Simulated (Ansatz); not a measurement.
CH₅ClOSSi, SMILES CO[SiH](S)Cl, a ladder of methods at one geometry

Program: the Ansatz DFT code, driven from Python.

At the Python prompt:
```pycon
>>> from pathlib import Path
>>> import ansatz as az
>>> import numpy as np
>>> molecule = (
...     az.Crystal.molecule()
...     .atom("C", (0.6276, -0.4172, -1.4419))
...     .atom("O", (0.7694, 0.3085, -0.2279))
...     .atom("Si", (-0.1601, -0.148, 1.074))
...     .atom("S", (-1.9437, 0.838, 0.9859))
...     .atom("Cl", (0.887, 0.4916, 2.7188))
...     .atom("H", (-0.4448, -0.2318, -1.8259))
...     .atom("H", (0.8472, -1.4351, -1.355))
...     .atom("H", (1.2972, 0.0776, -2.2015))
...     .atom("H", (-0.2746, -1.6059, 1.1828))
...     .atom("H", (-1.5221, 2.0711, 1.0937))
... )
>>> calculation = molecule.calculation().basis(gaussian="cc-pVDZ")
>>> print("functional    E (Ha)        dipole (D)   HOMO (eV)  LUMO (eV)")
functional    E (Ha)        dipole (D)   HOMO (eV)  LUMO (eV)
>>> for name in ["hse06", "cam_b3lyp", "pbe0", "blyp", "revpbe", "b3lyp"]:
...     r = calculation.functional(name).forces().orbitals().run(threads=1, runs_dir="runs").report
...     lines = Path(r["orbitals_path"]).read_text().splitlines()
...     field_of = lambda key: [line.split("=")[1].strip() for line in lines if line.startswith(key)]
...     orbitals = [(27.211386 * float(e), s, float(n)) for e, s, n in zip(field_of("Ene="), field_of("Spin="), field_of("Occup="))]
...     homo = max(e for e, _, n in orbitals if n > 0.5)
...     lumo = min(e for e, _, n in orbitals if n < 0.5)
...     dipole = 4.803205 * np.linalg.norm(r["charge_distribution"]["dipole_moment_e_ang"])
...     print(f"{name:10s} {r['free_energy_ev'] / 27.211386246:14.6f} {dipole:9.3f} {homo:11.3f} {lumo:10.3f}")
...
hse06        -1263.754678     1.965      -7.317     -0.097
cam_b3lyp    -1264.296233     2.004      -9.005      1.450
pbe0         -1263.781886     1.968      -7.720      0.285
blyp         -1264.254277     1.810      -6.111     -0.465
revpbe       -1264.057189     1.825      -6.274     -0.564
b3lyp        -1264.367858     1.936      -7.401      0.096
```

Notes:
- The settings weren't tested for convergence.
- The geometry is a force-field or estimated start, not a minimum of this method, and the basis set is short of its limit. A lower total doesn't mark the better method: functionals have no common bound, and MP2 and coupled cluster aren't variational.
- b3lyp holds the VWN-RPA fit, as in Gaussian; the form of ORCA and Turbomole is b3lyp5.
- Levels such as HOMO and LUMO are orbital energies: with these approximate functionals they aren't the ionisation energy and electron affinity, and their gap isn't the fundamental gap.
- For Al to Cl the sets with a tight d function, cc-pV(X+d)Z, are usual.
- hse06 follows the composition of plane-wave codes, whose totals differ by tens of mHa, up to about 0.1 Ha, from the form usual in Gaussian-basis programs (wpbeh).
- The whole script took 37 s on 1 thread of Arm Neoverse V1, on a shared host, peak memory 0.35 GiB.
